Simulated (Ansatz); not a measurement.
A nudged elastic band was laid between two geometries of a periodic cell of 23 atoms, Si8O15 (host SiO2, host structure P4_2/mnm, one O atom removed), cell charge +2.

Level of theory: DFT PBE-D3(BJ), scalar-relativistic, plane waves, PAW (Ansatz). Settings: PAW set soft_1, cutoff 420 eV, k mesh 2x2x2, gaussian smearing 0.02 eV, no spin polarisation.

* movable images: 7
* climbing image: yes
* spring: 5.0 eV/Å²
* optimiser: quadratic models (default)
* start path: straight line
* force threshold: 0.03 eV/Å
* iteration limit: 25
* end points: relaxed

Image 0:

```xyz
23
Lattice="-4.1929 -4.1929 0.0000 4.1929 -4.1929 0.0000 0.0000 0.0000 5.3408" Properties=species:S:1:pos:R:3
Si 0.166 -4.039 0.008
Si 2.010 -2.195 1.464
O 1.406 -2.800 0.008
O 0.886 -0.827 1.324
O 3.378 -3.320 1.325
Si -0.079 -4.284 2.678
Si 2.011 -2.195 3.892
O 1.201 -3.005 2.678
O 0.886 -0.827 4.031
O -1.322 -5.528 2.678
O 3.379 -3.320 4.031
Si 0.024 0.011 0.008
Si -2.086 -2.098 1.331
O -2.905 -2.917 0.008
O 0.760 -5.032 1.297
O -1.258 -1.270 0.007
O -0.826 -3.445 1.298
Si 0.042 0.030 2.678
Si -2.085 -2.098 4.025
O -2.889 -2.901 2.678
O 0.760 -5.032 4.059
O -1.253 -1.265 2.678
O -0.826 -3.445 4.058
```

Image 8:

```xyz
23
Lattice="-4.1929 -4.1929 0.0000 4.1929 -4.1929 0.0000 0.0000 0.0000 5.3408" Properties=species:S:1:pos:R:3
Si -0.162 -4.355 0.000
Si 2.187 -2.006 1.456
O 2.792 -1.401 0.000
O 0.818 -0.882 1.317
O 3.311 -3.375 1.317
Si 0.083 -4.109 2.670
Si 2.187 -2.006 3.885
O 1.327 -2.866 2.670
O 0.818 -0.882 4.024
O -1.197 -5.390 2.670
O 3.311 -3.375 4.024
Si -0.019 -0.019 0.000
Si -2.103 -2.103 1.323
O -2.930 -2.930 0.000
O 0.831 -4.949 1.290
O -1.284 -1.284 0.000
O -0.756 -3.362 1.290
Si -0.038 -0.038 2.670
Si -2.103 -2.103 4.018
O -2.935 -2.935 2.670
O 0.831 -4.949 4.051
O -1.300 -1.300 2.670
O -0.756 -3.362 4.051
```

Problem. What changes between the two ends?

Solution. The atom that moves furthest is O3, by 1.97 Å.

Problem. What energy profile does the band end with?

Solution. It converged. The highest image is number 4 of 0 to 8, 2.37 eV above the ends, which have the same energy within 2 meV. By the program's own check the climbing image is of a kind that is not told: the force calls were inconclusive, a negative curvature could not be distinguished from the path's own, the only one lies far off the path, or fixed occupations may fill a level only in part (lowest curvatures found: -8.74 and 3.35 eV/Å²). Limits of this set-up: coarse k mesh, charged cell in a uniform background, uncorrected.

| image | path coordinate (Å) | energy (eV) |
| --- | --- | --- |
| 0 | 0.00 | 0.00 |
| 1 | 0.27 | 0.37 |
| 2 | 0.54 | 1.27 |
| 3 | 0.82 | 2.06 |
| 4 | 1.09 | 2.37 |
| 5 | 1.36 | 2.06 |
| 6 | 1.63 | 1.27 |
| 7 | 1.91 | 0.37 |
| 8 | 2.18 | 0.00 |

Problem. What is the geometry of the highest image?

Solution. 
```xyz
23
Lattice="-4.1929 -4.1929 0.0000 4.1929 -4.1929 0.0000 0.0000 0.0000 5.3408" Properties=species:S:1:pos:R:3:forces:R:3
Si 0.002 -4.197 0.004 0.00 0.00 0.00
Si 2.099 -2.100 1.518 0.00 0.00 0.00
O 2.099 -2.101 0.004 0.00 0.00 0.00
O 0.827 -0.829 1.382 0.00 0.00 0.00
O 3.370 -3.372 1.382 0.00 0.00 0.00
Si 0.002 -4.197 2.674 0.00 0.00 0.00
Si 2.099 -2.100 3.830 0.00 0.00 0.00
O 1.243 -2.956 2.674 0.00 0.00 0.00
O 0.827 -0.829 3.967 0.00 0.00 0.00
O -1.239 -5.438 2.674 0.00 0.00 0.00
O 3.371 -3.372 3.967 0.00 0.00 0.00
Si 0.002 -0.004 0.004 0.00 0.00 0.00
Si -2.094 -2.100 1.332 0.00 0.00 0.00
O -2.912 -2.919 0.004 0.00 0.00 0.00
O 0.789 -4.984 1.279 0.00 0.00 0.00
O -1.276 -1.282 0.004 0.00 0.00 0.00
O -0.785 -3.410 1.279 0.00 0.00 0.00
Si 0.002 -0.004 2.674 0.00 0.00 0.00
Si -2.094 -2.101 4.016 0.00 0.00 0.00
O -2.892 -2.899 2.674 0.00 0.00 0.00
O 0.789 -4.984 4.069 0.00 0.00 0.00
O -1.296 -1.302 2.674 0.00 0.00 0.00
O -0.785 -3.410 4.069 0.00 0.00 0.00
```

Run time: 9.8 min on 1 thread of Arm Neoverse V1, on a shared host, peak memory 0.8 GiB.
